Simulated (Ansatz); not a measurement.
# VTe6Mo2: the cost of one run

Program: Ansatz 0.2.0. Level of theory: DFT PBE, scalar-relativistic, plane waves, PAW, unless a step names another level. These are calculated values, not measurements.

## 1. The starting structure

It takes space group P-6m2 (No. 187, hexagonal). The conventional cell has a = 3.571 Å, b = 3.571 Å, c = 28.365 Å, α = 90.00°, β = 90.00°, γ = 120.00°. V (site symmetry -6m2) is surrounded by 6 Te at 2.71 Å. Te (site symmetry 3m) is surrounded by 3 V at 2.71 Å. Around Te (site symmetry 3m) lie 3 Mo at 2.74 Å. Mo (site symmetry 3m) is surrounded by 6 Te at 2.74 Å.

Coordinates:

```
V Te Mo
1.0
     3.57072    0.00000    0.00000
    -1.78536    3.09233    0.00000
     0.00000    0.00000   28.36455
V Te Mo
1 6 2
Direct
  0.00000 0.00000 0.00000
  0.66667 0.33333 0.93789
  0.00000 0.00000 0.66882
  0.00000 0.00000 0.20407
  0.00000 0.00000 0.79593
  0.00000 0.00000 0.33118
  0.66667 0.33333 0.06210
  0.66667 0.33333 0.73236
  0.66667 0.33333 0.26764
```

It is the end of an earlier relaxation with the same method, from a generated guess; it is a trial structure. At a tolerance of 0.02 Å it has space group P-6m2 (No. 187); it has 34.80 Å³/atom, an uncorrected energy of -0.28 eV/atom over the elements and, on its mesh, gap 0.05 eV.

## 2. Band edges anywhere in the zone

The input, input.yaml:

```yaml
crystal:
  lattice:
    - [3.5707186977, 2.89e-08, 0.0]
    - [-1.7853593739, 3.0923330876, 0.0]
    - [0.0, 0.0, 28.3645471]
  atoms:
    - { symbol: V, position: [0.0, 0.0, 0.0], spin: 1.1 }
    - { symbol: Te, position: [0.6666666667, 0.3333333333, 0.937895] }
    - { symbol: Te, position: [0.0, 0.0, 0.668821] }
    - { symbol: Te, position: [0.0, 0.0, 0.204068] }
    - { symbol: Te, position: [0.0, 0.0, 0.795932] }
    - { symbol: Te, position: [0.0, 0.0, 0.331179] }
    - { symbol: Te, position: [0.6666666667, 0.3333333333, 0.062105] }
    - { symbol: Mo, position: [0.6666666667, 0.3333333333, 0.73236] }
    - { symbol: Mo, position: [0.6666666667, 0.3333333333, 0.26764] }
basis:
  ecutwfc: 420
kpoints:
  mp_grid: { grid: [12, 12, 2] }
  band_path: { path: [VBM, CBM], npoints: 2 }
hamiltonian:
  xc: pbe
scf:
  occupations: { method: gaussian, width: 0.01 }
output:
  forces: false
  stress: false
  eigenvalues: true
  populations: true
magnetization:
  spin_polarized: true
checkpoint:
  read: start.run
  write: ck
  compress: false
  write_wavefunctions: false
  write_every: 100000
```

Launch:

```
ansatz run input.yaml --threads 4 --pin off --max-ram 8192MiB --backend cpu --events-out ev --progress --plain --runs-dir out
```

Q: Estimate wall time and peak memory on 4 threads of Intel Xeon 6975P-C (Granite Rapids), shared host.

About 2.2 min, with a peak of 1.7 GiB.
